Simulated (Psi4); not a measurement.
# CuH2OF (SMILES [OH2+][Cu-][F]) at B2PLYP/def2-SVPD (density fitting for correlation)

Aim: the vertical electron affinity of CuH2OF at B2PLYP/def2-SVPD (density fitting for correlation), from 2 runs. 

The results are computed with Psi4 1.11.

1 further run of the same task is left out (set aside as unsound or not needed).

### 1 Starting point

CuH2OF: 5 atoms, total charge 0, spin state singlet. SMILES: `[OH2+][Cu-][F]`. The shape is that of a PBE0-D4/def2-TZVP optimisation. This is one conformer, not always the lowest.

Bond lengths: O1–Cu2 1.925 Å, Cu2–F3 1.755 Å, O1–H4 0.963 Å, O1–H5 0.963 Å. Angles: O1–Cu2–F3 180.0°, Cu2–O1–H4 114.2°, Cu2–O1–H5 114.2°, H4–O1–H5 107.1°.

### 2 The energy at B2PLYP/def2-SVPD (density fitting for correlation)

Input file cufh2o.xyz:

```xyz
5
CuFH2O
O     -0.782600     0.255300    -0.512100
Cu     0.739500    -0.565800     0.333300
F      2.126600    -1.315400     1.103300
H     -1.468100     0.540600     0.100800
H     -0.565500     1.011500    -1.066900
```

Input file run_ase.py:

```python
import numpy as np
from ase.calculators.psi4 import Psi4
from ase.io import read

mol = read('cufh2o.xyz')
calc = Psi4(atoms=mol, method='b2plyp', basis='def2-SVPD', memory='1600MB', num_threads=1, charge=0, multiplicity=1, label='psi4-calc')
calc.psi4.set_options({'puream': True, 'e_convergence': 1e-09, 'd_convergence': 1e-08, 'scf_type': 'pk', 'dft_radial_points': 99, 'dft_spherical_points': 590, 'num_frozen_docc': 7})
mol.calc = calc

print(f'energy: {mol.get_potential_energy():.6f} eV')
```

Command:

```console
$ python run_ase.py
```

psi4-calc.dat, shortened:

```text
[...]
  Running in c1 symmetry.
[...]
  Nuclear repulsion =  176.639358635737295
[...]
  Multiplicity = 1
[...]
  Nalpha       = 24
  Nbeta        = 24
[...]
    Number of basis functions: 96
[...]
   @RKS iter   1: -1813.65636944777702   -1.14938e+00   2.29460e-02 ADIIS/DIIS
[...]
   @RKS iter  14: -1815.76911773687220   -6.36646e-12   7.23087e-09 DIIS
[...]
    Orbital Energies [Eh]
    ---------------------
    Doubly Occupied:
       1A   -325.442155     2A    -39.663008     3A    -34.710856
       4A    -34.710074     5A    -34.709971     6A    -25.214531
       7A    -19.852541     8A     -4.593534     9A     -3.016759
      10A     -3.009755    11A     -3.008602    12A     -1.249752
      13A     -1.148958    14A     -0.722183    15A     -0.610044
      16A     -0.524179    17A     -0.420206    18A     -0.407549
      19A     -0.405706    20A     -0.362806    21A     -0.362763
      22A     -0.329835    23A     -0.327655    24A     -0.295023
[...]
  @RKS Final Energy: -1815.76911773687220
   => Energetics <=
    Nuclear Repulsion Energy =            176.6393586357372953
    One-Electron Energy =               -2885.1962565251951673
    Two-Electron Energy =                 934.2760883275717561
    DFT Exchange-Correlation Energy =     -41.4883081749859244
    Empirical Dispersion Energy =           0.0000000000000000
    VV10 Nonlocal Energy =                  0.0000000000000000
    Total Energy =                      -1815.7691177368719764
[...]
 Multipole Moments:
 ------------------------------------------------------------------------------------
     Multipole            Electronic (a.u.)      Nuclear  (a.u.)        Total (a.u.)
 ------------------------------------------------------------------------------------
 L = 1.  Multiply by 2.5417464519 to convert [e a0] to [Debye]
 Dipole X            :          2.1402456           -4.6658896           -2.5256440
 Dipole Y            :         -1.3979960            3.2864350            1.8884390
 Dipole Z            :          1.0904056           -2.2811148           -1.1907092
 Magnitude           :                                                    3.3708853
[...]
```

Standard output:

```text
energy: -49417.086486 eV
```

Wall time 9.3 s (1 thread of Intel Xeon 6975P-C (Granite Rapids), shared host); peak memory 0.75 GiB.

### 3 The doublet anion

Input file calc.inp:

```
memory 1.6 GB

molecule {
  -1 2
  O     -0.782600     0.255300    -0.512100
  Cu     0.739500    -0.565800     0.333300
  F      2.126600    -1.315400     1.103300
  H     -1.468100     0.540600     0.100800
  H     -0.565500     1.011500    -1.066900
  units angstrom
  symmetry c1
}

set {
  basis                def2-SVPD
  reference            uks
  puream               true
  e_convergence        1e-09
  d_convergence        1e-08
  scf_type             pk
  dft_radial_points    99
  dft_spherical_points 590
  num_frozen_docc      7
  maxiter              200
}

e, wfn = energy("b2plyp", return_wfn=True)
print_variables()
```

Command:

```console
$ psi4 calc.inp calc.out -n 1
```

calc.out, shortened:

```text
[...]
  Running in c1 symmetry.
[...]
  Nuclear repulsion =  176.639358635737295
[...]
  Multiplicity = 2
[...]
  Nalpha       = 25
  Nbeta        = 24
[...]
    Number of basis functions: 96
[...]
   @UKS iter   1: -1813.28884740809963   -7.81861e-01   2.36590e-02 ADIIS/DIIS
[...]
   @UKS iter  19: -1815.76335324639149   -3.18323e-12   4.17632e-09 DIIS
[...]
   @S^2 Observed:                7.599379964E-01
[...]
    Orbital Energies [Eh]
    ---------------------
    Alpha Occupied:
       1A   -325.263399     2A    -39.486593     3A    -34.534936
       4A    -34.533342     5A    -34.532741     6A    -25.073646
       7A    -19.630544     8A     -4.420256     9A     -2.847412
      10A     -2.835714    11A     -2.834615    12A     -1.034985
      13A     -1.010704    14A     -0.502478    15A     -0.399649
      16A     -0.314669    17A     -0.277318    18A     -0.256208
      19A     -0.254300    20A     -0.187917    21A     -0.187843
      22A     -0.166798    23A     -0.163428    24A     -0.140749
      25A      0.039505
    Alpha Virtual:
[...]
  @UKS Final Energy: -1815.76335324639149
   => Energetics <=
    Nuclear Repulsion Energy =            176.6393586357372953
    One-Electron Energy =               -2893.7459968852854217
    Two-Electron Energy =                 942.9022858120481487
    DFT Exchange-Correlation Energy =     -41.5590008088914828
    Empirical Dispersion Energy =           0.0000000000000000
    VV10 Nonlocal Energy =                  0.0000000000000000
    Total Energy =                      -1815.7633532463914889
[...]
 Multipole Moments:
 ------------------------------------------------------------------------------------
     Multipole            Electronic (a.u.)      Nuclear  (a.u.)        Total (a.u.)
 ------------------------------------------------------------------------------------
 L = 1.  Multiply by 2.5417464519 to convert [e a0] to [Debye]
 Dipole X            :          4.8610794           -4.6658896            0.1951899
 Dipole Y            :         -3.5812796            3.2864350           -0.2948446
 Dipole Z            :          2.3128589           -2.2811148            0.0317441
 Magnitude           :                                                    0.3550212
[...]
```

Wall time 17 s (1 thread of Intel Xeon 6975P-C (Granite Rapids), shared host); peak memory 0.71 GiB.

### 4 Results

At B2PLYP/def2-SVPD (density fitting for correlation), 7 core orbitals frozen:

| quantity | value |
| --- | --- |
| singlet CuH2OF: total energy | -1816.04445 Eh |
| singlet CuH2OF: HOMO energy (SCF part's orbitals) | -8.03 eV |
| singlet CuH2OF: LUMO energy (SCF part's orbitals) | -0.74 eV |
| singlet CuH2OF: HOMO–LUMO gap (SCF part's orbitals) | 7.29 eV |
| doublet anion: total energy | -1816.04341 Eh |
| doublet anion: HOMO energy (SCF part's orbitals) (highest over α and β) | 1.07 eV |
| doublet anion: LUMO energy (SCF part's orbitals) (lowest over α and β) | 3.93 eV |
| doublet anion: ⟨S²⟩ | 0.760 |
| vertical electron affinity (to the doublet anion) | -0.028 eV |

The anion lies 0.03 eV (0.6 kcal/mol) above the neutral: the electron isn't bound at this level, and such a value depends on the basis. The HOMO (doublet anion) lies at positive energy, 1.07 eV; only total energies tell whether the electron is bound.
